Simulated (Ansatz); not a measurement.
# CH₆B₂ClGa: how energies converge with the basis set

An exercise on one series of results from a longer session: the logs are not shown, and one member is left open.

Program: Ansatz 0.2.0, Gaussian basis. Level of theory: one geometry, several basis sets. These are calculated values, not measurements.

The runs, in order: PBE0-D4/def2-SVP; ωB97M-V/def2-SVP; PBE0-D4/def2-QZVPP; ωB97M-V/def2-QZVPP; the functionals' def2-TZVPP values are taken from earlier runs.

### The geometry

All runs share one geometry, relaxed beforehand with PBE0-D4 in a triple-zeta def2 set.

11 atoms, charge 0, spin multiplicity 1.

Atoms are counted from 1 here; the program's logs count them from 0.

Bond lengths: B1–B2 1.543 Å, B1–Ga4 2.129 Å, B1–H6 1.218 Å, B1–H7 1.198 Å, B2–C3 1.516 Å, C3–H8 1.096 Å, C3–H9 1.096 Å, C3–H10 1.092 Å, Ga4–Cl5 2.186 Å, Ga4–H11 1.567 Å. Angles: B2–B1–Ga4 86.6°, B2–B1–H6 114.4°, B2–B1–H7 124.5°, Ga4–B1–H6 88.4°, Ga4–B1–H7 106.3°, H6–B1–H7 119.6°, B1–B2–C3 175.6°, B2–C3–H8 110.1°, B2–C3–H9 109.3°, B2–C3–H10 112.6°, H8–C3–H9 106.9°, H8–C3–H10 108.5°, H9–C3–H10 109.3°, B1–Ga4–Cl5 120.7°, B1–Ga4–H11 126.6°, Cl5–Ga4–H11 111.5°.

Geometry (Å):

```xyz
11
CH6B2ClGa
B     0.4881    1.3183   -0.6322
B     0.6600    0.2361    0.4540
C     0.7362   -0.8821    1.4752
Ga   -1.0407    0.0799   -1.4452
Cl   -2.5705   -0.7980   -0.1540
H    -0.3652    2.1501   -0.3817
H     1.2676    1.5179   -1.5200
H     1.2030   -1.7680    1.0289
H    -0.2786   -1.1717    1.7710
H     1.3053   -0.6003    2.3640
H    -1.4053   -0.0821   -2.9600
```

Set-up of the first run:

in.yaml

```yaml
crystal:
  periodic: [false, false, false]
  atoms:
    - {symbol: B, position_ang: [0.488125, 1.318328, -0.632235]}
    - {symbol: B, position_ang: [0.660001, 0.236062, 0.454024]}
    - {symbol: C, position_ang: [0.736186, -0.882069, 1.475233]}
    - {symbol: Ga, position_ang: [-1.040661, 0.079862, -1.445164]}
    - {symbol: Cl, position_ang: [-2.570502, -0.798004, -0.154001]}
    - {symbol: H, position_ang: [-0.365189, 2.150063, -0.381726]}
    - {symbol: H, position_ang: [1.267564, 1.517852, -1.520013]}
    - {symbol: H, position_ang: [1.203016, -1.767963, 1.028928]}
    - {symbol: H, position_ang: [-0.278619, -1.171699, 1.770983]}
    - {symbol: H, position_ang: [1.305335, -0.600300, 2.364005]}
    - {symbol: H, position_ang: [-1.405256, -0.082132, -2.960044]}
basis:
  gaussian: {orbitals: def2-SVP}
hamiltonian: {xc: pbe0, dispersion: d4}
output: {orbitals: {seedname: orbitals}}
```

The run is started by

```
> ansatz run in.yaml --threads 4 --pin off --events-out ev --progress --plain --max-ram 10444MiB
```

Among the steps run: PBE0-D4 in def2-SVP; ωB97M-V in def2-SVP; PBE0-D4 in def2-QZVPP; ωB97M-V in def2-QZVPP.

One table of the session follows, with a row left open; its other results are not shown here.

It belongs to the step «Density functionals: the series». 

```
functional       basis  HOMO (eV)  LUMO (eV)
   PBE0-D4    def2-SVP      -7.00      -1.64
   PBE0-D4  def2-TZVPP          ?          ?
   PBE0-D4  def2-QZVPP      -7.08      -1.73
   ωB97M-V    def2-SVP      -8.95       0.30
   ωB97M-V  def2-TZVPP      -9.06       0.15
   ωB97M-V  def2-QZVPP      -9.08       0.05
```

Q: Estimate the row for PBE0-D4, def2-TZVPP from the others.

**Answer.** HOMO (eV): -7.07; LUMO (eV): -1.71. In the column «HOMO (eV)» it lies between PBE0-D4, def2-QZVPP (-7.08) and PBE0-D4, def2-SVP (-7.00).
